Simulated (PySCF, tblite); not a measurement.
# C5H10ClOSi radical: geometry, infrared bands and EPR parameters

Wanted: the infrared bands and EPR parameters of C5H10ClOSi radical (`C=[C][C@@H](Cl)[C@@H](C)O[SiH3]`), by calculation.

Programs: tblite 0.8.0 and PySCF 2.14.0, with density-fitted response routines of our own. Each step states its level of theory. These are calculated values for one molecule in the gas phase, unless marked as measured. Atoms are numbered from 0 throughout.

## 1. The molecule as given

18 atoms, charge 0, multiplicity 2; geometry from: force field or distance geometry start.

Bonds of the start (Å): C0–C1 1.29, C1–C2 1.49, C2–Cl3 1.78, C2–C4 1.54, C4–C5 1.54, C4–O6 1.44, O6–Si7 1.67, C0–H8 1.09, C0–H9 1.08, C2–H10 1.08, C4–H11 1.10, C5–H12 1.09, C5–H13 1.10, C5–H14 1.10, Si7–H15 1.47, Si7–H16 1.48, Si7–H17 1.48.

## 2. Relaxing the molecule with GFN2-xTB

Job settings and geometry (Å):

```
{"job": {"kind": "relax", "xc": "GFN2-xTB", "basis": "xTB"}, "charge": 0, "multiplicity": 2}
C     -2.676300     1.019300     0.910200
C     -1.690500     0.196200     0.856100
C     -0.542000    -0.753500     0.824200
Cl    -1.229900    -2.398000     0.831400
C      0.383900    -0.542600    -0.390400
C     -0.344100    -0.558300    -1.750800
O      1.072800     0.724300    -0.317000
Si     2.590100     0.805200     0.382100
H     -3.654500     0.692600     1.258100
H     -2.567800     2.050100     0.595800
H      0.019900    -0.645500     1.745500
H      1.113400    -1.364900    -0.420600
H     -0.893800    -1.487600    -1.899200
H      0.391400    -0.448200    -2.564300
H     -1.035100     0.293800    -1.841600
H      3.520800    -0.013700    -0.415000
H      3.036000     2.213500     0.440800
H      2.496900     0.223800     1.743200
```

On the command line:

```bash
> OMP_NUM_THREADS=1 python probes_run.py task.json out
```

This one command runs all jobs of the session in turn.

**Question.** This job is followed by: GFN2-xTB harmonic vibrations, gas phase; UKS B3LYP, pcH-1 on C Cl H O Si, non-relativistic, mean-field spin-orbit, GIAO. What will the session give for the following? strongest single infrared mode (GFN2-xTB); zero-point energy (GFN2-xTB); g(iso) (B3LYP); ⟨S²⟩; largest a(iso) (averaged by class); surface potential, 1st and 99th percentile.

As calculated:

| quantity | value |
| --- | --- |
| strongest single infrared mode (GFN2-xTB) | 2206 cm⁻¹, 371 km/mol |
| zero-point energy (GFN2-xTB) | 80.7 kcal/mol |
| g(iso) (B3LYP) | 2.00586 |
| ⟨S²⟩ | 0.760 (exact 0.75) |
| largest a(iso) (averaged by class) | 1H on H8, 163.2 MHz |
| surface potential, 1st and 99th percentile | -0.86 V and 1.52 V |

Over 116 steps the energy fell by 0.509 eV; of the close pairs, C2–Cl3 changed most, 1.783 to 1.969 Å. All 48 modes are real, so the xTB geometry is a minimum. The strongest single mode, at 2206 cm⁻¹, moves mainly H17. GFN2-xTB is a fitted tight-binding method: band positions and strengths are rough. Its intensities can rank the bands wrongly. C1 carries the largest spin population, 0.83 e. The isotropic g lies 3.5 ppt above the free-electron value.
